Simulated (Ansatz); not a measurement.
# CaBiCl3: the cost of one run

Computed with Ansatz 0.2.0 (DFT PBE, scalar-relativistic, plane waves, PAW, unless a step's input says otherwise).

## 1. The starting structure

It takes space group Pm-3m (No. 221, cubic). Conventional cell: a = 5.060 Å, b = 5.060 Å, c = 5.060 Å, α = 90.00°, β = 90.00°, γ = 90.00°. Around Ca (site symmetry m-3m) lie 12 Cl at 3.58 Å. Bi (site symmetry m-3m) has 6 Cl at 2.53 Å in its first shell of neighbours. Around Cl (site symmetry 4/mmm) lie 2 Bi at 2.53 Å and 4 Ca at 3.58 Å.

Structure file:

```xyz
5
Lattice="5.0600 0.0000 0.0000 0.0000 5.0600 0.0000 0.0000 0.0000 5.0600" Properties=species:S:1:pos:R:3 pbc="T T T"
Ca    0.0000    0.0000    0.0000
Bi    2.5300    2.5300    2.5300
Cl    0.0000    2.5300    2.5300
Cl    2.5300    0.0000    2.5300
Cl    2.5300    2.5300    0.0000
```

This is candidate A: cubic perovskite type (Pm-3m, No. 221).

(A quick probe on a coarse mesh, which set the mesh and smearing, is not shown.)

## 3. Coarse relaxation (candidate A)

Contents of input.yaml:

```yaml
crystal:
  lattice:
    - [5.0599693283, 0.0, 0.0]
    - [0.0, 5.0599693283, 0.0]
    - [0.0, 0.0, 5.0599693283]
  atoms:
    - { symbol: Ca, position: [0.0, 0.0, 0.0] }
    - { symbol: Bi, position: [0.5, 0.5, 0.5] }
    - { symbol: Cl, position: [0.0, 0.5, 0.5] }
    - { symbol: Cl, position: [0.5, 0.0, 0.5] }
    - { symbol: Cl, position: [0.5, 0.5, 0.0] }
basis:
  ecutwfc: 420
kpoints:
  mp_grid: { grid: [4, 4, 4] }
hamiltonian:
  xc: pbe
scf:
  occupations: { method: gaussian, width: 0.1 }
  lower_state_search: "off"
output:
  forces: true
  stress: true
  eigenvalues: true
relax:
  adjacent_minimum: "off"
  f_tol: 0.04
  max_steps: 70
  cell: { stress_tol: 0.4 }
```

The run is started by

```sh
$ ansatz run input.yaml --threads 1 --pin off --max-ram 2560MiB --backend cpu --events-out ev --progress --plain --runs-dir out
```

What time and memory should one allow on 1 thread of Arm Neoverse V1, shared host?

About 19 s, with a peak of 0.4 GiB.
